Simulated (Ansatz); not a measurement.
# MgO (Periclase): the cost of one run

Program: Ansatz 0.2.0, driven from Python. The levels of theory stand in the script. These are calculated values, not measurements.

The COD entry's cell or inner coordinates are ideal or old and differ from later refinements, so a difference from it is no clean test against experiment.

## Step 1: Starting point

The structure is cubic, space group Fm-3m (No. 225). Conventional cell: a = 4.217 Å, b = 4.217 Å, c = 4.217 Å, α = 90.00°, β = 90.00°, γ = 90.00°. Around Mg (site symmetry m-3m) lie 6 O at 2.11 Å. Around O (site symmetry m-3m) lie 6 Mg at 2.11 Å.

The script reads mgo.extxyz:

```xyz
2
Lattice="0.0 2.1085 2.1085 2.1085 0.0 2.1085 2.1085 2.1085 0.0" Properties=species:S:1:pos:R:3 pbc="T T T"
Mg    0.00000000    0.00000000    0.00000000
O     2.10850000    2.10850000    2.10850000
```

## Step 2: The code

ddh_mgo.py reads:

```python
"""Dielectric-dependent hybrid for MgO."""

import warnings

import ansatz as az
import numpy as np


def count_gap(report):
    # lowest empty less highest filled band, counting bands; zero where they overlap
    return max(report.get("gap_by_band_count_ev") or 0.0, 0.0)

warnings.simplefilter("ignore", az.DeckWarning)

xtal = az.Crystal.from_extxyz("mgo.extxyz")

setup = (
    xtal.calculation()
    .kpoints(4, 4, 4)
    .scf(tolerance=1e-10)
    .basis(420)
    .occupations("fixed")
    .band_table()
)
semilocal = setup.functional("pbe").run(threads=1, backend="cpu").report
hybrid = setup.functional(exchange="pbe", correlation="pbe", exact_fraction="inverse_dielectric").run(threads=1, backend="cpu").report
alpha = hybrid["hybrid"]["exact_exchange_fraction"]
print(f"fraction of exact exchange {alpha:.4f}, so eps_inf = {1 / alpha:.2f}")
print(f"gap by band count: {count_gap(semilocal):.3f} eV semilocal, {count_gap(hybrid):.3f} eV hybrid")
```

## Step 3: What the engine is handed

The package turns the script's settings into the engine's input (first run):

```yaml
crystal:
  lattice:
    - [0.0, 2.1085, 2.1085]
    - [2.1085, 0.0, 2.1085]
    - [2.1085, 2.1085, 0.0]
  atoms:
    - { symbol: Mg, position: [0.0, 0.0, 0.0] }
    - { symbol: O, position: [0.5, 0.5, 0.5] }
basis:
  ecutwfc: 420.0
kpoints:
  mp_grid:
    grid: [4, 4, 4]
hamiltonian:
  xc: pbe
scf:
  convergence:
    dr2_threshold: 1.0e-10
  occupations:
    method: fixed
output:
  eigenvalues: true
```

## Step 4: The run

Started as:

```
python ddh_mgo.py
```

**Question.** How long does this script take on 1 thread of Arm Neoverse V1, shared host, and how much memory does it need?

About 8.6 s, with a peak of 0.47 GiB.
